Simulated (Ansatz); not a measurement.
# C2H6Al2: the cost of one run

All numbers below are computed with Ansatz 0.2.0 (RKS PBE0/6-31G*).

1 further run of the same task is left out (it didn't finish).

## (1) The structure to begin with

Bond lengths: Al1–C2 1.980 Å, C2–C3 1.358 Å, C3–Al4 1.980 Å, Al1–H5 1.553 Å, Al1–H6 1.553 Å, C2–H7 1.099 Å, C3–H8 1.099 Å, Al4–H9 1.552 Å, Al4–H10 1.554 Å. Angles: Al1–C2–C3 110.5°, Al1–C2–H7 132.8°, C3–C2–H7 116.6°, C2–Al1–H5 114.8°, C2–Al1–H6 128.2°, H5–Al1–H6 117.0°, C2–C3–Al4 110.6°, C2–C3–H8 116.6°, Al4–C3–H8 132.8°, C3–Al4–H9 115.0°, C3–Al4–H10 128.4°, H9–Al4–H10 116.6°.

Structure file:

```xyz
10

Al   -1.0847    2.0379    0.0374
C    -0.1338    0.3978   -0.5351
C     0.1346   -0.3951    0.5338
Al    1.0839   -2.0366   -0.0367
H    -1.3532    2.1358    1.5637
H    -1.5833    3.2167   -0.8424
H     0.1978    0.0303   -1.5165
H    -0.1988   -0.0280    1.5151
H     1.3550   -2.1414   -1.5609
H     1.5825   -3.2174    0.8417
```

## (2) End point A

File input.yaml:

```yaml
crystal:
  periodic: [false, false, false]
  atoms:
    - { symbol: Al, position_ang: [-1.08467, 2.03788, 0.03738] }
    - { symbol: C, position_ang: [-0.1338, 0.39778, -0.53513] }
    - { symbol: C, position_ang: [0.13464, -0.39514, 0.53381] }
    - { symbol: Al, position_ang: [1.08386, -2.03658, -0.03675] }
    - { symbol: H, position_ang: [-1.3532, 2.13584, 1.56374] }
    - { symbol: H, position_ang: [-1.58331, 3.21667, -0.84238] }
    - { symbol: H, position_ang: [0.19778, 0.03035, -1.51651] }
    - { symbol: H, position_ang: [-0.19879, -0.028, 1.51505] }
    - { symbol: H, position_ang: [1.35498, -2.1414, -1.56088] }
    - { symbol: H, position_ang: [1.58251, -3.21739, 0.84166] }
basis:
  gaussian: { orbitals: "6-31G*" }
hamiltonian:
  xc: pbe0
relax:
  f_tol: 0.02
  max_steps: 50
```

Launch:

```console
$ ansatz run input.yaml --threads 1 --pin off --max-ram 2048MiB --backend cpu --events-out ev --progress --plain --runs-dir out
```

Q: Estimate wall time and peak memory on 1 thread of Arm Neoverse V1, shared host.

About 28 s, with a peak of 0.16 GiB.
